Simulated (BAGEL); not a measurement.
# UHF/6-31G(d) (density fitting with qzvpp-jkfit, spherical functions) run of C3H6B (SMILES [BH]CC=C)

Aim: the vertical ionisation energy of C3H6B at UHF/6-31G* (density fitting with qzvpp-jkfit, spherical functions), from 2 runs. 

The calculation is run with BAGEL 1.2.2.

1 further run of the same task is left out (set aside as unsound or not needed). Runs told in other sessions of the task aren't counted.

### 1 Starting point

C3H6B: 10 atoms, total charge 0, spin state doublet. SMILES: `[BH]CC=C`. The shape is that of a GFN2-xTB optimisation.

Bond lengths: B1–C2 1.558 Å, C2–C3 1.499 Å, C3–C4 1.320 Å, B1–H5 1.165 Å, C2–H6 1.099 Å, C2–H7 1.097 Å, C3–H8 1.082 Å, C4–H9 1.077 Å, C4–H10 1.079 Å. Some angles: B1–C2–C3 117.1°, C2–C3–C4 124.6°, B1–C2–H6 105.5°, B1–C2–H7 110.5°, C3–C2–H6 108.1°, C3–C2–H7 108.9°, C2–B1–H5 125.1°, C2–C3–H8 115.4°, C4–C3–H8 120.0°, C3–C4–H9 122.1°.

### 2 A single-point energy at UHF/6-31G(d) (density fitting with qzvpp-jkfit, spherical functions)

File job.json:

```json
{ "bagel" : [

{
  "title" : "molecule",
  "basis" : "6-31gs.json",
  "df_basis" : "qzvpp-jkfit",
  "angstrom" : "true",
  "geometry" : [
    { "atom" : "B", "xyz" : [      -1.844200,      -0.064300,      -0.811520 ] },
    { "atom" : "C", "xyz" : [      -0.522940,       0.561320,      -0.274150 ] },
    { "atom" : "C", "xyz" : [       0.265650,      -0.250380,       0.708400 ] },
    { "atom" : "C", "xyz" : [       1.488500,      -0.699660,       0.498160 ] },
    { "atom" : "H", "xyz" : [      -2.490230,       0.374300,      -1.676120 ] },
    { "atom" : "H", "xyz" : [      -0.819270,       1.498670,       0.216910 ] },
    { "atom" : "H", "xyz" : [       0.132470,       0.846500,      -1.106220 ] },
    { "atom" : "H", "xyz" : [      -0.243610,      -0.479990,       1.635500 ] },
    { "atom" : "H", "xyz" : [       2.011720,      -1.297670,       1.225110 ] },
    { "atom" : "H", "xyz" : [       2.021910,      -0.488790,      -0.416070 ] }
  ]
},

{ "title" : "uhf", "nopen" : 1 },

{ "title" : "print", "file" : "orbitals.molden", "orbitals" : "true" }

]}
```

The basis set 6-31G* is read from a file made from the Basis Set Exchange's data (not shown).

Launch:

```bash
$ BAGEL_NUM_THREADS=1 BAGEL job.json > job.out
```

The log of the run:

```text
* using 1 threads per process

  ===============================================================
  ===============================================================

  *** Geometry ***

  { "atom" : "B", "xyz" : [     -3.485033,     -0.121509,     -1.533551 ] },
  { "atom" : "C", "xyz" : [     -0.988213,      1.060741,     -0.518068 ] },
  { "atom" : "C", "xyz" : [      0.502006,     -0.473150,      1.338682 ] },
  { "atom" : "C", "xyz" : [      2.812857,     -1.322166,      0.941386 ] },
  { "atom" : "H", "xyz" : [     -4.705853,      0.707324,     -3.167408 ] },
  { "atom" : "H", "xyz" : [     -1.548196,      2.832076,      0.409900 ] },
  { "atom" : "H", "xyz" : [      0.250332,      1.599653,     -2.090453 ] },
  { "atom" : "H", "xyz" : [     -0.460356,     -0.907050,      3.090647 ] },
  { "atom" : "H", "xyz" : [      3.801600,     -2.452241,      2.315122 ] },
  { "atom" : "H", "xyz" : [      3.820856,     -0.923679,     -0.786258 ] },

  Number of auxiliary basis functions:      408

  Since a DF basis is specified, we compute 2- and 3-index integrals:
    o Being stored without compression. Storage requirement is 0.015 GB

  Number of basis functions:       68
  Number of electrons      :       29

    * METHOD: MOLECULE                             0.16

  *** Open-shell HF ***

  === Nuclear Repulsion ===
    95.7473464148

      * DIIS with orbital gradients will be used.

  === UHF iteration (6-31gs.json) ===
      0       -141.55508248          0.03242230           0.06
      1       -141.66049444          0.01112143           0.06
      2       -141.67351143          0.00435650           0.06
      3       -141.67560227          0.00137265           0.06
      4       -141.67608073          0.00039498           0.06
      5       -141.67612867          0.00018143           0.06
      6       -141.67614982          0.00003912           0.06
      7       -141.67615293          0.00002311           0.06
      8       -141.67615481          0.00001649           0.06
      9       -141.67615666          0.00001095           0.06
[... 20 lines of this table left out ...]
     30       -141.67617660          0.00000122           0.06
     31       -141.67617661          0.00000009           0.06
     32       -141.67617661          0.00000001           0.06
     33       -141.67617661          0.00000001           0.06
    * SCF iteration converged.

    * S^2 (UHF) is 0.7588

    * Permanent dipole moment:
           (   -0.041037,    -0.236404,     0.011160) a.u.

    * METHOD: UHF                                  2.13

    * METHOD: PRINT                                0.01

  ===============================================================
```

Run time: 2.4 s. Hardware: 1 thread of Arm Neoverse V1, shared host; peak memory 0.084 GiB.

### 3 The singlet cation, same level

File hf.json:

```json
{ "bagel": [

{
  "title": "molecule",
  "basis": "6-31gs.json",
  "df_basis": "qzvpp-jkfit",
  "angstrom": true,
  "geometry": [
    { "atom": "B", "xyz": [      -1.844200,      -0.064300,      -0.811520 ] },
    { "atom": "C", "xyz": [      -0.522940,       0.561320,      -0.274150 ] },
    { "atom": "C", "xyz": [       0.265650,      -0.250380,       0.708400 ] },
    { "atom": "C", "xyz": [       1.488500,      -0.699660,       0.498160 ] },
    { "atom": "H", "xyz": [      -2.490230,       0.374300,      -1.676120 ] },
    { "atom": "H", "xyz": [      -0.819270,       1.498670,       0.216910 ] },
    { "atom": "H", "xyz": [       0.132470,       0.846500,      -1.106220 ] },
    { "atom": "H", "xyz": [      -0.243610,      -0.479990,       1.635500 ] },
    { "atom": "H", "xyz": [       2.011720,      -1.297670,       1.225110 ] },
    { "atom": "H", "xyz": [       2.021910,      -0.488790,      -0.416070 ] }
  ]
},

{ "title": "hf", "charge": 1 },

{ "title": "print", "file": "orbitals.molden", "orbitals": true }

]}
```

The basis set 6-31G* is read from a file made from the Basis Set Exchange's data (not shown).

Launch:

```bash
$ BAGEL_NUM_THREADS=1 BAGEL hf.json > hf.out
```

The log of the run:

```text
* using 1 threads per process

  ===============================================================
  ===============================================================

  *** Geometry ***

  { "atom" : "B", "xyz" : [     -3.485033,     -0.121509,     -1.533551 ] },
  { "atom" : "C", "xyz" : [     -0.988213,      1.060741,     -0.518068 ] },
  { "atom" : "C", "xyz" : [      0.502006,     -0.473150,      1.338682 ] },
  { "atom" : "C", "xyz" : [      2.812857,     -1.322166,      0.941386 ] },
  { "atom" : "H", "xyz" : [     -4.705853,      0.707324,     -3.167408 ] },
  { "atom" : "H", "xyz" : [     -1.548196,      2.832076,      0.409900 ] },
  { "atom" : "H", "xyz" : [      0.250332,      1.599653,     -2.090453 ] },
  { "atom" : "H", "xyz" : [     -0.460356,     -0.907050,      3.090647 ] },
  { "atom" : "H", "xyz" : [      3.801600,     -2.452241,      2.315122 ] },
  { "atom" : "H", "xyz" : [      3.820856,     -0.923679,     -0.786258 ] },

  Number of auxiliary basis functions:      408

  Since a DF basis is specified, we compute 2- and 3-index integrals:
    o Being stored without compression. Storage requirement is 0.015 GB

  Number of basis functions:       68
  Number of electrons      :       29

    * METHOD: MOLECULE                             0.16

  *** RHF ***

  === Nuclear Repulsion ===
    95.7473464148

      * DIIS with orbital gradients will be used.

  === RHF iteration (6-31gs.json) ===
      0       -141.26715007          0.01682557           0.03
      1       -141.37925165          0.00585239           0.03
      2       -141.39152968          0.00180915           0.03
      3       -141.39313679          0.00033003           0.03
      4       -141.39322192          0.00013121           0.03
      5       -141.39323578          0.00006265           0.03
      6       -141.39323861          0.00001693           0.03
      7       -141.39323890          0.00000671           0.03
      8       -141.39323895          0.00000263           0.03
      9       -141.39323896          0.00000122           0.03
     10       -141.39323896          0.00000054           0.03
     11       -141.39323896          0.00000019           0.03
     12       -141.39323896          0.00000008           0.03
     13       -141.39323896          0.00000003           0.03
     14       -141.39323896          0.00000002           0.03
     15       -141.39323896          0.00000001           0.03
    * SCF iteration converged.

    * Permanent dipole moment:
           (    2.423366,    -0.031323,     1.172290) a.u.

    * METHOD: HF                                   0.55

    * METHOD: PRINT                                0.01

  ===============================================================
```

Run time: 0.85 s. Hardware: 1 thread of Arm Neoverse V1, shared host; peak memory 0.084 GiB.

### 4 Results

Level: UHF/6-31G* (density fitting with qzvpp-jkfit, spherical functions).

| quantity | value |
| --- | --- |
| doublet C3H6B: total energy | -141.67618 Eh |
| doublet C3H6B: dipole moment | 0.61 D |
| doublet C3H6B: ⟨S²⟩ | 0.759 |
| singlet cation: total energy | -141.39324 Eh |
| singlet cation: HOMO energy | -14.53 eV |
| singlet cation: LUMO energy | -6.41 eV |
| singlet cation: HOMO–LUMO gap | 8.12 eV |
| vertical ionisation energy (to the singlet cation) | 7.699 eV |

**Reading.** The vertical ionisation energy comes to 7.70 eV (743 kJ/mol). Only the singlet of the ionised species was computed; a triplet could lie lower.
